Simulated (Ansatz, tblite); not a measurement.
# C₁₅H₁₁N₃S₂: rung by rung

One table from this session's results is given with a row withheld; the runs are named, their logs left out.

The runs use Ansatz 0.2.0, Gaussian basis; as each input shows.

Levels to be run: GFN1-xTB, GFN2-xTB, PBE-D4/def2-TZVP, r2SCAN-D4/def2-TZVP, PBE-D4/def2-SVP, PBE0-D4/def2-SVP.

1 further run of the same task is left out (set aside as unsound or not needed).

### The geometry

The singlet was relaxed beforehand with PBE-D4/def2-SVP.

SMILES `Sc1ccc(-c2ccc(-c3ccc(S)nc3)nc2)nc1`, 31 atoms, charge 0, spin multiplicity 1.

Bond lengths: S1–C2 1.769 Å, S1–H21 1.362 Å, C2–C3 1.409 Å, C2–C20 1.416 Å, C3–C4 1.396 Å, C3–H22 1.101 Å, C4–C5 1.414 Å, C4–H23 1.099 Å, C5–C6 1.480 Å, C5–N19 1.353 Å, C6–C7 1.412 Å, C6–C18 1.415 Å, C7–C8 1.393 Å, C7–H24 1.099 Å, C8–C9 1.416 Å, C8–H25 1.099 Å, C9–C10 1.480 Å, C9–N17 1.353 Å and more. Angles: C2–S1–H21 96.3°, S1–C2–C3 124.6°, S1–C2–C20 118.4°, C3–C2–C20 117.0°, C2–C3–C4 119.3°, C2–C3–H22 120.7°, C4–C3–H22 120.0°, C3–C4–C5 119.8°, C3–C4–H23 119.2°, C5–C4–H23 121.1°, C4–C5–C6 122.9°, C4–C5–N19 120.5°, C6–C5–N19 116.6°, C5–C6–C7 120.3°, C5–C6–C18 123.6°, C7–C6–C18 116.1°, C6–C7–C8 119.9°, C6–C7–H24 118.2° and more.

As a file:

```xyz
31

S     7.1575   -0.6463   -1.3781
C     5.4048   -0.5207   -1.1771
C     4.4645   -0.7242   -2.2066
C     3.1035   -0.5954   -1.9234
C     2.6875   -0.2628   -0.6131
C     1.2642   -0.1095   -0.2363
C     0.9080    0.2013    1.0941
C    -0.4340    0.3429    1.4396
C    -1.4311    0.1721    0.4492
C    -2.8766    0.3043    0.7378
C    -3.3976    0.5887    2.0211
C    -4.7742    0.6968    2.2092
C    -5.6168    0.5133    1.0885
S    -7.3727    0.6467    1.2975
N    -5.1474    0.2426   -0.1398
C    -3.8232    0.1430   -0.3016
N    -1.0929   -0.1227   -0.8271
C     0.1928   -0.2556   -1.1488
N     3.5979   -0.0709    0.3696
C     4.8952   -0.1931    0.1032
H     7.1327   -0.9641   -2.7022
H     4.7924   -0.9818   -3.2259
H     2.3712   -0.7556   -2.7272
H     1.7134    0.3266    1.8321
H    -0.7029    0.5866    2.4770
H    -2.7302    0.7278    2.8847
H    -5.1947    0.9181    3.2014
H    -7.6199    0.3923   -0.0181
H    -3.4531   -0.0811   -1.3155
H     0.3892   -0.4939   -2.2094
H     5.5926   -0.0250    0.9450
```

PBE0-D4/def2-TZVP was run before; its log isn't repeated, and its numbers join the tables.

The first run:

Tight binding, by tblite at 300 K electronic temperature and without a spin-polarisation term:

```python
tblite.interface.Calculator('GFN1-xTB', numbers, positions, charge=0, uhf=0).singlepoint()
```

Tight binding, by tblite at 300 K electronic temperature and without a spin-polarisation term:

```python
tblite.interface.Calculator('GFN2-xTB', numbers, positions, charge=0, uhf=0).singlepoint()
```

start.molden holds the orbitals of an earlier run on this state, given as this run's starting guess.

Input file in.yaml:

```yaml
crystal:
  periodic: [false, false, false]
  atoms:
    - {symbol: S, position_ang: [7.157536, -0.646341, -1.378114]}
    - {symbol: C, position_ang: [5.404841, -0.520724, -1.177144]}
    - {symbol: C, position_ang: [4.464451, -0.724181, -2.206565]}
    - {symbol: C, position_ang: [3.103467, -0.595410, -1.923415]}
    - {symbol: C, position_ang: [2.687518, -0.262805, -0.613140]}
    - {symbol: C, position_ang: [1.264234, -0.109500, -0.236335]}
    - {symbol: C, position_ang: [0.908028, 0.201271, 1.094146]}
    - {symbol: C, position_ang: [-0.433986, 0.342898, 1.439639]}
    - {symbol: C, position_ang: [-1.431081, 0.172103, 0.449229]}
    - {symbol: C, position_ang: [-2.876613, 0.304300, 0.737834]}
    - {symbol: C, position_ang: [-3.397599, 0.588741, 2.021143]}
    - {symbol: C, position_ang: [-4.774234, 0.696806, 2.209247]}
    - {symbol: C, position_ang: [-5.616844, 0.513262, 1.088524]}
    - {symbol: S, position_ang: [-7.372669, 0.646678, 1.297497]}
    - {symbol: N, position_ang: [-5.147372, 0.242624, -0.139823]}
    - {symbol: C, position_ang: [-3.823236, 0.143018, -0.301587]}
    - {symbol: N, position_ang: [-1.092918, -0.122726, -0.827119]}
    - {symbol: C, position_ang: [0.192775, -0.255650, -1.148791]}
    - {symbol: N, position_ang: [3.597878, -0.070940, 0.369643]}
    - {symbol: C, position_ang: [4.895162, -0.193075, 0.103220]}
    - {symbol: H, position_ang: [7.132686, -0.964145, -2.702217]}
    - {symbol: H, position_ang: [4.792397, -0.981802, -3.225893]}
    - {symbol: H, position_ang: [2.371175, -0.755557, -2.727205]}
    - {symbol: H, position_ang: [1.713375, 0.326551, 1.832077]}
    - {symbol: H, position_ang: [-0.702929, 0.586574, 2.477004]}
    - {symbol: H, position_ang: [-2.730210, 0.727773, 2.884660]}
    - {symbol: H, position_ang: [-5.194674, 0.918059, 3.201435]}
    - {symbol: H, position_ang: [-7.619875, 0.392281, -0.018102]}
    - {symbol: H, position_ang: [-3.453057, -0.081146, -1.315513]}
    - {symbol: H, position_ang: [0.389152, -0.493944, -2.209381]}
    - {symbol: H, position_ang: [5.592634, -0.024983, 0.945026]}
basis:
  gaussian: {orbitals: def2-TZVP, fitting: {mean_field: def2-universal-jkfit}, initial_orbitals: start.molden}
hamiltonian: {xc: pbe, dispersion: d4}
scf: {omitted_lower_state_checks: [starts]}
output: {forces: true, orbitals: {seedname: orbitals}}
```

Run with:

```bash
$ ansatz run in.yaml --threads 2 --pin off --events-out ev --progress --plain --max-ram 32768MiB --backend cuda --devices 0, --max-vram 18GiB
```

Steps of the session up to this table: PBE-D4/def2-TZVP; r2SCAN-D4/def2-TZVP; PBE-D4/def2-SVP; PBE0-D4/def2-SVP.

One of the session's tables, all rows but one given; the rest of the session is left out.

It belongs to the step «Binding energy». 

| level | binding an atom (eV) |
| --- | --- |
| PBE-D4/def2-SVP | 5.384 |
| PBE-D4/def2-TZVP | 5.300 |
| r2SCAN-D4/def2-TZVP | 5.087 |
| PBE0-D4/def2-SVP | ? |
| PBE0-D4/def2-TZVP | 5.150 |

Estimate the missing values for PBE0-D4/def2-SVP.

**Answer.** binding an atom (eV): 5.232. In the column «binding an atom (eV)» it lies between PBE0-D4/def2-TZVP (5.150) and PBE-D4/def2-TZVP (5.300).

Caveats from the session: Free atoms were run apart at each level; binding is atoms less cluster, divided by the number of atoms, without zero-point or spin-orbit terms.
